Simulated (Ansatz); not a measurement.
**CH₃CuF₃P: basis-set convergence**

Aim: see how fast density functionals converge with the basis set for CH₃CuF₃P.

Method: one geometry, several basis sets; program: Ansatz 0.2.0, Gaussian basis.

Plan: PBE0-D4/def2-SVP; ωB97M-V/def2-SVP; PBE0-D4/def2-QZVPP; ωB97M-V/def2-QZVPP; the functionals' def2-TZVPP values are taken from earlier runs.

**1. Structure used throughout**

An earlier PBE0-D4 in a triple-zeta def2 set relaxation fixed the geometry.

SMILES `[CH3][Cu-][P+](F)(F)F`, 9 atoms, charge 0, spin multiplicity 1.

Atoms are counted from 1 here; the program's logs count them from 0.

Bond lengths: C1–Cu2 1.921 Å, C1–H7 1.095 Å, C1–H8 1.095 Å, C1–H9 1.095 Å, Cu2–P3 2.162 Å, P3–F4 1.551 Å, P3–F5 1.551 Å, P3–F6 1.551 Å. Angles: Cu2–C1–H7 111.2°, Cu2–C1–H8 111.2°, Cu2–C1–H9 111.2°, H7–C1–H8 107.7°, H7–C1–H9 107.7°, H8–C1–H9 107.7°, C1–Cu2–P3 180.0°, Cu2–P3–F4 118.4°, Cu2–P3–F5 118.4°, Cu2–P3–F6 118.4°, F4–P3–F5 99.3°, F4–P3–F6 99.3°, F5–P3–F6 99.3°.

**2. PBE0-D4 in def2-SVP**

Contents of in.yaml:

```yaml
crystal:
  periodic: [false, false, false]
  atoms:
    - {symbol: C, position_ang: [-0.241454, -1.712093, 1.264736]}
    - {symbol: Cu, position_ang: [-0.024634, -0.176911, 0.130228]}
    - {symbol: P, position_ang: [0.218919, 1.551528, -1.146276]}
    - {symbol: F, position_ang: [-0.618755, 1.629866, -2.449732]}
    - {symbol: F, position_ang: [1.624567, 1.841712, -1.735151]}
    - {symbol: F, position_ang: [-0.100068, 2.952043, -0.560087]}
    - {symbol: H, position_ang: [0.719989, -2.195205, 1.465848]}
    - {symbol: H, position_ang: [-0.897208, -2.456874, 0.802668]}
    - {symbol: H, position_ang: [-0.681356, -1.434076, 2.227765]}
basis:
  gaussian: {orbitals: def2-SVP}
hamiltonian: {xc: pbe0, dispersion: d4}
output: {orbitals: {seedname: orbitals}}
```

On the command line:

```console
> ansatz run in.yaml --threads 4 --pin off --events-out ev --progress --plain --max-ram 11315MiB
```

Further steps of the session: ωB97M-V in def2-SVP; PBE0-D4 in def2-QZVPP; ωB97M-V in def2-QZVPP.

Before running them: what should the planned runs give, taken together? Wanted: PBE0-D4: double and triple zeta above quadruple; ωB97M-V: double and triple zeta above quadruple.

**Answer**, as computed:

| quantity | value |
| --- | --- |
| PBE0-D4: double and triple zeta above quadruple | 24.20, 1.99 eV |
| ωB97M-V: double and triple zeta above quadruple | 24.37, 1.91 eV |

PBE0-D4 gains 22.21 eV from double to triple zeta, then 1.99 eV more. Total energies overstate the basis error of differences, where much of it tends to cancel. The LUMO of ωB97M-V is positive and keeps falling with the basis (1.12 to 0.15 eV): an unbound level that the basis holds in place.
